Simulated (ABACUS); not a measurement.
Here is an ABACUS 3.10.1 calculation.

File INPUT:

```
INPUT_PARAMETERS
suffix              Zn
calculation         scf
basis_type          lcao
pseudo_dir          ./
orbital_dir         ./
symmetry            1
dft_functional      pbe
ecutwfc             100
pseudo_rcut         7
nspin               1
nbands              60
ks_solver           genelpa
smearing_method     fd
smearing_sigma      0.00367493
scf_thr             1e-06
scf_nmax            100
mixing_type         broyden
mixing_beta         0.3
cal_force           1
out_mul             1
mixing_ndim         12
out_chg             1
out_pot             2
out_elf             1
```

Contents of STRU:

```
ATOMIC_SPECIES
Zn 65.3800 Zn.upf

NUMERICAL_ORBITAL
Zn_confined-atom_7au_3s2p2d1f.orb

LATTICE_CONSTANT
1.8897261246

LATTICE_VECTORS
2.6647980532 0.0000000000 0.0000000000
-1.3323990266 2.3077828100 0.0000000000
0.0000000000 0.0000000000 24.8934000000

ATOMIC_POSITIONS
Direct

Zn
0.0
5
0.3333333333 0.6666666666 0.3012846779 1 1 1
0.6666666667 0.3333333334 0.4006423389 1 1 1
0.3333333333 0.6666666666 0.5000000000 1 1 1
0.6666666667 0.3333333334 0.5993576611 1 1 1
0.3333333333 0.6666666666 0.6987153221 1 1 1
```

The input KPT:

```
K_POINTS
0
Gamma
8 8 1 0 0 0
```

Potentials or basis: PseudoDojo NC SR 0.4.1 PBE standard, DZP LCAO (the cutoffs set its grid).

Run with:

```bash
$ OMP_NUM_THREADS=1 mpirun -np 4 abacus > log
```

**Question.** Predict the band gap on the k mesh.

**Answer.** None (metal or under the smearing width).

**Question.** What does it give for the largest force?

**Answer.** 0.241 eV/Å.

Forces on the atoms (eV/Å):
```
Zn   0.000  0.000  0.005
Zn   0.000  0.000  0.241
Zn   0.000  0.000  0.000
Zn   0.000  0.000 -0.241
Zn   0.000  0.000 -0.005
```

Caveat: the atomic orbitals were generated for these runs and aren't a published set; confined orbitals describe the vacuum poorly, which shifts work functions; the basis of atomic orbitals isn't converged, which shifts pressures, moduli and gaps.
